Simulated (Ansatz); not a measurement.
LiPb:

```
CELL_PARAMETERS angstrom
2.49350 1.43962 2.06267
-2.49350 1.43962 2.06267
0.00000 -2.87925 2.06267
ATOMIC_POSITIONS crystal
Pb 0.00000 0.00000 0.00000
Li 0.50000 0.50000 0.50000
```

* Program: Ansatz 0.2.0
* Task: relaxation of cell and atoms
* Functional: RPBE
* Potentials or basis: Ansatz PAW
* Cutoff: 420 eV (not typed: the program's choice for these potentials)
* k mesh: 8 × 8 × 8
* Occupations: fermi-dirac, width 0.05 eV
* Spin: no spin polarisation

At the start: volume 22.21 Å³/atom.

Q: Where does the relaxation end?

A: It ends after 6 steps and the volume is 23.78 Å³/atom (+7.1 %); space group Pm-3m (No. 221, to 0.05 Å).

Step by step:
| step | energy change (eV) | largest force (eV/Å) | volume (Å³) |
| --- | --- | --- | --- |
| 1 | 0.0000 | 0.0000 | 44.43 |
| 2 | -0.0204 | 0.0000 | 48.22 |
| 3 | -0.0212 | 0.0000 | 47.67 |
| 4 | -0.0213 | 0.0000 | 47.58 |
| 5 | -0.0213 | 0.0000 | 47.56 |
| 6 | -0.0216 | 0.0000 | 47.56 |

Final structure:
```xyz
2
Lattice="2.5608 1.4785 2.0938 -2.5608 1.4785 2.0938 0.0000 -2.9569 2.0938" Properties=species:S:1:pos:R:3 pbc="T T T"
Pb    0.0000    0.0000    0.0000
Li    0.0000    0.0000    3.1407
```

Caveat: the plane-wave basis is chosen anew once the cell has moved, so the energies of steps on either side of that aren't comparable; the PAW data sets come from PBE, with cores solved anew for the run's functional, which leaves a small shift of forces and pressure.
